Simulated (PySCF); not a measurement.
# SiHCl3 (trichlorosilane) at 6 levels

We compute a comparison of 6 runs (B2PLYP/def2-SVPD, PBE0/def2-SVPD, r2SCAN/def2-SVPD, revPBE/def2-SVPD, wB97X/def2-SVPD, SCS-MP2/def2-SVPD) of SiHCl3 (trichlorosilane). 

The calculation is run with PySCF 2.14.0.

1 further run of the same task is left out (set aside as unsound or not needed).

### 1 The structure to begin with

SiHCl3 has 5 atoms, charge 0, and is taken as a singlet. As SMILES, `Cl[SiH](Cl)Cl`. The shape is that of a PBE0-D4/def2-TZVP optimisation.

Bond lengths: Cl1–Si2 2.030 Å, Si2–Cl3 2.030 Å, Si2–Cl4 2.030 Å, Si2–H5 1.469 Å. Angles: Cl1–Si2–Cl3 109.5°, Cl1–Si2–Cl4 109.5°, Cl3–Si2–Cl4 109.5°, Cl1–Si2–H5 109.5°, Cl3–Si2–H5 109.4°, Cl4–Si2–H5 109.4°.

### 2 The energy at B2PLYP/def2-SVPD (run 1)

File calc.py:

```python
from pyscf import gto, dft, mp

mol = gto.Mole()
mol.atom = '''
Cl       1.690930      -0.571430       0.891880
Si      -0.081300      -0.012690       0.075440
Cl       0.017700       1.933700      -0.491290
Cl      -0.476020      -1.170520      -1.544190
H       -1.151310      -0.179060       1.068150
'''
mol.max_memory = 1860
mol.basis = 'def2-svpd'
mol.spin = 0
mol.verbose = 3
mol.build()

mf = dft.RKS(mol)
mf.xc = '0.53*HF + 0.47*B88, 0.73*LYP'
mf.grids.level = 5
mf.conv_tol = 1e-10
mf.kernel()
if not mf.converged:
    mf = mf.newton().run(mf.mo_coeff, mf.mo_occ)

pt = mp.MP2(mf, frozen=20).run()
e_tot = mf.e_tot + 0.27 * pt.e_corr
print('PT2 part  %.8f' % (0.27 * pt.e_corr))
print('Final energy', e_tot)
```

Started as:

```bash
OMP_NUM_THREADS=1 python calc.py
```

The log of the run:

```text
converged SCF energy = -1669.60740609104
E(RMP2) = -1670.25882254343  E_corr = -0.651416452397894
E(SCS-RMP2) = -1670.23719394459  E_corr = -0.629787853559783
PT2 part  -0.17588244
Final energy -1669.7832885331827
```

Wall time 21 s (1 thread of Arm Neoverse V1, shared host); peak memory 0.61 GiB.

### 3 A single-point energy at PBE0/def2-SVPD (run 2)

File job.py:

```python
from pyscf import gto, dft

mol = gto.Mole()
mol.atom = '''
Cl     1.690930    -0.571430     0.891880
Si    -0.081300    -0.012690     0.075440
Cl     0.017700     1.933700    -0.491290
Cl    -0.476020    -1.170520    -1.544190
H     -1.151310    -0.179060     1.068150
'''
mol.basis = 'def2-svpd'
mol.verbose = 3
mol.charge = 0
mol.spin = 0
mol.max_memory = 1860
mol.build()

mf = dft.RKS(mol)
mf.xc = 'pbe0'
mf.conv_tol = 1e-10
mf.grids.level = 5
mf.kernel()
if not mf.converged:
    mf = mf.newton().run(mf.mo_coeff, mf.mo_occ)

etot = mf.e_tot
print('E = %.10f Eh' % etot)
```

Started as:

```bash
OMP_NUM_THREADS=1 python job.py
```

The log of the run:

```text
converged SCF energy = -1669.76512159738
E = -1669.7651215974 Eh
```

Run time: 20 s. Hardware: 1 thread of Arm Neoverse V1, shared host; peak memory 0.61 GiB.

Runs 3 to 4 aren't shown in full; the table further down has their settings and results.

### 4 A single-point energy at wB97X/def2-SVPD (run 5)

File run.py:

```python
from pyscf import gto, dft

mol = gto.Mole()
mol.atom = [
    ('Cl', (1.690930, -0.571430, 0.891880)),
    ('Si', (-0.081300, -0.012690, 0.075440)),
    ('Cl', (0.017700, 1.933700, -0.491290)),
    ('Cl', (-0.476020, -1.170520, -1.544190)),
    ('H', (-1.151310, -0.179060, 1.068150)),
]
mol.max_memory = 1860
mol.charge = 0
mol.basis = 'def2-svpd'
mol.verbose = 3
mol.spin = 0
mol.build()

ks = dft.RKS(mol)
ks.xc = 'wb97x'
ks.grids.level = 5
ks.conv_tol = 1e-10
ks.kernel()
if not ks.converged:
    ks = ks.newton().run(ks.mo_coeff, ks.mo_occ)

etot = ks.e_tot
print('E(%s) = %.9f' % ('WB97X', etot))
```

Started as:

```bash
OMP_NUM_THREADS=1 python run.py
```

The log of the run:

```text
converged SCF energy = -1670.33329860797
E(WB97X) = -1670.333298608
```

Wall time 32 s (1 thread of Arm Neoverse V1, shared host); peak memory 0.61 GiB.

### 5 The energy at SCS-MP2/def2-SVPD (run 6)

File run.py:

```python
from pyscf import gto, mp

mol = gto.Mole()
mol.atom = [
    ('Cl', (1.690930, -0.571430, 0.891880)),
    ('Si', (-0.081300, -0.012690, 0.075440)),
    ('Cl', (0.017700, 1.933700, -0.491290)),
    ('Cl', (-0.476020, -1.170520, -1.544190)),
    ('H', (-1.151310, -0.179060, 1.068150)),
]
mol.spin = 0
mol.basis = 'def2-svpd'
mol.max_memory = 1860
mol.verbose = 3
mol.build()

mf = mol.RHF()
mf.conv_tol = 1e-10
mf.kernel()
if not mf.converged:
    mf = mf.newton().run(mf.mo_coeff, mf.mo_occ)

pt = mp.MP2(mf, frozen=20).run()
e_tot = mf.e_tot + 1.2 * pt.e_corr_os + pt.e_corr_ss / 3
print(f'total energy: {e_tot:.8f} hartree')
```

Started as:

```bash
OMP_NUM_THREADS=1 python run.py
```

The log of the run:

```text
converged SCF energy = -1667.66358955501
E(RMP2) = -1668.19335597044  E_corr = -0.529766415432887
E(SCS-RMP2) = -1668.17698922309  E_corr = -0.513399668082465
total energy: -1668.17698922 hartree
```

Wall time 3.9 s (1 thread of Arm Neoverse V1, shared host); peak memory 0.33 GiB.

### 6 The series

```csv
run,level,frozen core orbitals,integration grid,energy (Eh),dipole moment (D) of the reference,HOMO energy (eV),LUMO energy (eV),wall time
1,B2PLYP/def2-SVPD,20,5,-1669.783289,0.94,-10.68,0.82,21 s
2,PBE0/def2-SVPD,–,5,-1669.765122,0.88,-9.50,-0.39,20 s
3,r2SCAN/def2-SVPD,–,5,-1670.229863,0.84,-8.48,-0.90,39 s
4,revPBE/def2-SVPD,–,5,-1670.017336,0.80,-8.07,-1.28,19 s
5,wB97X/def2-SVPD,–,5,-1670.333299,0.94,-11.91,1.74,32 s
6,SCS-MP2/def2-SVPD,20,–,-1668.176989,1.01,-12.78,2.12,3.9 s
```

### 7 Summary of results

| quantity | value |
| --- | --- |
| run 6: total energy | -1668.17699 Eh |
| run 6: dipole moment (Hartree–Fock density) | 1.01 D |
| run 6: HOMO energy (Hartree–Fock orbitals) | -12.78 eV |
| run 6: LUMO energy (Hartree–Fock orbitals) | 2.12 eV |
| run 6: HOMO–LUMO gap (Hartree–Fock orbitals) | 14.90 eV |
| run 6: correlation energy (20 core orbitals frozen) | -513.4 mEh |

**Reading.** Over runs 1, 2, 3, 4, 5 the dipole moment (its size) runs from 0.80 D (revPBE/def2-SVPD) to 0.94 D (B2PLYP/def2-SVPD). A double hybrid's value is that of its SCF part. Over runs 1, 2, 3, 4, 5 the HOMO–LUMO gap runs from 6.79 eV (revPBE/def2-SVPD) to 13.64 eV (wB97X/def2-SVPD). Totals of different functionals can't be ranked against each other. All runs together took 2.3 min, the longest 39 s.
